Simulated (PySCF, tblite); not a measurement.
**C₄H₂FO₂S radical: geometry, infrared bands and EPR parameters**

Aim: predict the infrared bands and EPR parameters of C₄H₂FO₂S radical (`[O]c1sc(F)cc1O`).

The runs use tblite 0.8.0 and PySCF 2.14.0, with density-fitted response routines of our own; the level of theory stands in each step. All values are computed, except where a source is named. Atoms count from 0, in the outputs and in this text.

### 1 The starting structure

10 atoms, charge 0, multiplicity 2; geometry from: force field or distance geometry start.

Bonds of the start (Å): O0–C1 1.20, C1–S2 1.74, S2–C3 1.68, C3–F4 1.35, C3–C5 1.38, C5–C6 1.41, C6–O7 1.34, C6–C1 1.39, C5–H8 1.09, O7–H9 0.99.

### 2 Relaxing the molecule with GFN2-xTB

What the job is given:

```
{"job": {"kind": "relax", "xc": "GFN2-xTB", "basis": "xTB"}, "charge": 0, "multiplicity": 2}
O     -1.997100     1.142700    -0.806800
C     -0.933900     0.716300    -0.450300
S      0.444700     1.770200    -0.564200
C      1.495500     0.620400     0.052400
F      2.811700     0.823400     0.243200
C      0.883200    -0.571200     0.374900
C     -0.488900    -0.491000     0.081500
O     -1.375000    -1.481500     0.281700
H      1.399400    -1.432100     0.790000
H     -2.230800    -1.092400    -0.025000
```

The run is started by

```
$ OMP_NUM_THREADS=1 python probes_run.py task.json out
```

One launch serves the whole session: the jobs run in the order shown.

**Question.** This job is followed by: GFN2-xTB harmonic vibrations, gas phase; UKS B3LYP, pcH-1 on C F H O S, non-relativistic, mean-field spin-orbit, GIAO. Predict these results of the whole session: strongest single infrared mode (GFN2-xTB); zero-point energy (GFN2-xTB); g(iso) (B3LYP); ⟨S²⟩; largest a(iso); potential on the surface of density 0.002 e/bohr³, 1st and 99th percentile.

The runs gave:

| quantity | value |
| --- | --- |
| strongest single infrared mode (GFN2-xTB) | 1694 cm⁻¹, 520 km/mol |
| zero-point energy (GFN2-xTB) | 33.4 kcal/mol |
| g(iso) (B3LYP) | 2.00417 |
| ⟨S²⟩ | 0.767 (exact 0.75) |
| largest a(iso) | 19F on F4, 67.9 MHz |
| potential on the surface of density 0.002 e/bohr³, 1st and 99th percentile | -1.31 V and 2.41 V |

What this shows: The optimisation took 22 steps and gained 0.321 eV; among the close pairs (by a distance rule), C1–S2 changed most, from 1.739 to 1.817 Å. No mode is imaginary among the 24: a minimum at this level. The strongest single mode, at 1694 cm⁻¹, moves mainly C1 and O0. GFN2-xTB is a fitted tight-binding method: band positions and strengths are rough. Its intensities can rank the bands wrongly. The largest spin populations lie on C3 (0.36 e), C6 (0.35 e), O0 (0.27 e). The isotropic g lies 1.8 ppt above the free-electron value. The conformer search found further structures of the same energy, which may be mirror or relabelled copies of this one.
